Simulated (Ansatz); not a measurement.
# BH11NPSi2, SMILES [SiH3]N([SiH3])[BH2-][PH3+]: a single point in a Gaussian basis

Computed with Ansatz 0.2.0 through its Python package.

Run as a notebook:

**Cell 1**
```python
from pathlib import Path

import ansatz as az
```

**Cell 2**
```python
geometry = (
    az.Crystal.molecule()
    .atom('Si', (-1.4136, 1.6716, -0.2711))
    .atom('N', (-0.0474, 0.617, 0.231))
    .atom('Si', (-0.6321, -0.361, 1.6251))
    .atom('B', (0.3437, -0.3058, -0.948))
    .atom('P', (2.0638, -1.0548, -0.6511))
    .atom('H', (-2.5598, 0.8484, -0.6888))
    .atom('H', (-0.9929, 2.5231, -1.3941))
    .atom('H', (-1.8127, 2.5351, 0.8508))
    .atom('H', (0.4455, -1.24, 2.1032))
    .atom('H', (-1.7848, -1.1817, 1.2211))
    .atom('H', (-1.0301, 0.5321, 2.7241))
    .atom('H', (-0.4538, -1.1813, -1.107))
    .atom('H', (0.4106, 0.3194, -1.9632))
    .atom('H', (1.9256, -2.3025, -0.0143))
    .atom('H', (2.7197, -1.227, -1.8846))
    .atom('H', (2.8184, -0.1926, 0.1668))
)
```

**Cell 3**
```python
calc = geometry.calculation().basis(gaussian='STO-3G').functional(az.LibraryFunctional('PBE0-DH')).orbitals()
outcome = calc.run(threads=1, backend='cpu', runs_dir='bh11npsi2_runs')
rep = outcome.report
```

**Cell 4**
```python
rep['mean_field']['state']['spin_squared']
```
Output:
```text
-9.947598300641403e-14
```

**Cell 5**
```python
for key in ('converged', 'free_energy_ev', 'reference_energy_ev', 'n_frozen', 'n_occupied', 'n_virtual'):
    print(f'{key:22s} {rep[key]}')
```
Output:
```text
converged              True
free_energy_ev         -27059.0995642916
reference_energy_ev    -27058.12638929494
n_frozen               17
n_occupied             [16, 16]
n_virtual              [15, 15]
```

**Cell 6**
```python
lines = Path(rep['orbitals_path']).read_text().splitlines()
field_of = lambda key: [line.split('=')[1].strip() for line in lines if line.startswith(key)]
orbitals = [(27.211386 * float(e), s, float(n)) for e, s, n in zip(field_of('Ene='), field_of('Spin='), field_of('Occup='))]
homo = max(e for e, _, n in orbitals if n > 0.5)
lumo = min(e for e, _, n in orbitals if n < 0.5)
for e, spin, n in sorted(orbitals):
    if homo - 6 < e < lumo + 5:
        print(f'{spin:6s} {e:10.3f} eV  occupation {n:.0f}')
```
Output:
```text
Alpha      -9.382 eV  occupation 2
Alpha      -8.442 eV  occupation 2
Alpha      -8.253 eV  occupation 2
Alpha      -7.774 eV  occupation 2
Alpha      -7.099 eV  occupation 2
Alpha      -6.238 eV  occupation 2
Alpha      -3.499 eV  occupation 2
Alpha       6.780 eV  occupation 0
Alpha       7.675 eV  occupation 0
Alpha       7.931 eV  occupation 0
Alpha       9.860 eV  occupation 0
Alpha      10.990 eV  occupation 0
Alpha      11.448 eV  occupation 0
Alpha      11.623 eV  occupation 0
```

The settings weren't tested for convergence. The geometry is a force-field or estimated start, not a minimum of this method, and the basis set is short of its limit. Alpha marks a spatial orbital of a restricted run, filled by both spins. Levels such as HOMO and LUMO are orbital energies: with these approximate functionals they aren't the ionisation energy and electron affinity, and their gap isn't the fundamental gap. For a double hybrid the total adds scaled second-order correlation to the self-consistent reference. It ran for 4.2 s on 1 thread of Arm Neoverse V1, on a shared host, peak memory 0.17 GiB.

(Lines on the test bed's own set-up are left out of the output.)
